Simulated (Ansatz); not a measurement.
Crystal: LaB6.

```
CELL_PARAMETERS angstrom
4.15700 0.00000 0.00000
0.00000 4.15700 0.00000
0.00000 0.00000 4.15700
ATOMIC_POSITIONS crystal
La 0.00000 0.00000 0.00000
B 0.50000 0.50000 0.80250
B 0.50000 0.50000 0.19750
B 0.50000 0.80250 0.50000
B 0.80250 0.50000 0.50000
B 0.50000 0.19750 0.50000
B 0.19750 0.50000 0.50000
```

* Program: Ansatz 0.2.0
* Task: single point
* Functional: PBEsol
* Potentials or basis: Ansatz PAW
* Cutoff: 420 eV (not typed: the program's choice for these potentials)
* k mesh: 7 × 7 × 7
* Occupations: fermi-dirac, width 0.05 eV
* Spin: no spin polarisation

On this cell: pressure -3.7 GPa; largest force 0.615 eV/Å; band gap on the k mesh none (metal or under the smearing width).

The same run follows on a disturbed copy (atoms moved at random, drawn with an rms of 0.05 Å):

```
La B
1.0
     4.15700    0.00000    0.00000
     0.00000    4.15700    0.00000
     0.00000    0.00000    4.15700
La B
1 6
Direct
  0.99531 0.99804 0.00719
  0.49845 0.50860 0.79065
  0.50684 0.49228 0.20137
  0.50270 0.81921 0.49794
  0.80831 0.48279 0.50639
  0.50849 0.19956 0.48900
  0.19496 0.49547 0.49603
```

Task: What changes?

Result: The energy (extrapolated to zero smearing) moves by +38.2 meV/atom; pressure -2.9 GPa; largest force 3.197 eV/Å; band gap on the k mesh none (metal or under the smearing width).

Forces in eV/Å, atoms in the order of the input:
```
La   0.181 -0.042 -0.236
B    0.163 -0.242  0.906
B   -0.308  0.952 -0.826
B   -0.045 -3.195 -0.100
B   -1.160  1.073 -0.400
B   -0.485  1.170  0.562
B    1.654  0.284  0.095
```

Stress tensor (GPa, compression positive):
```
-2.95  1.60 -0.34
 1.60 -2.66 -2.12
-0.34 -2.12 -3.11
```

Caveats: the PAW data sets come from PBE, with cores solved anew for the run's functional, which leaves a small shift of forces and pressure.
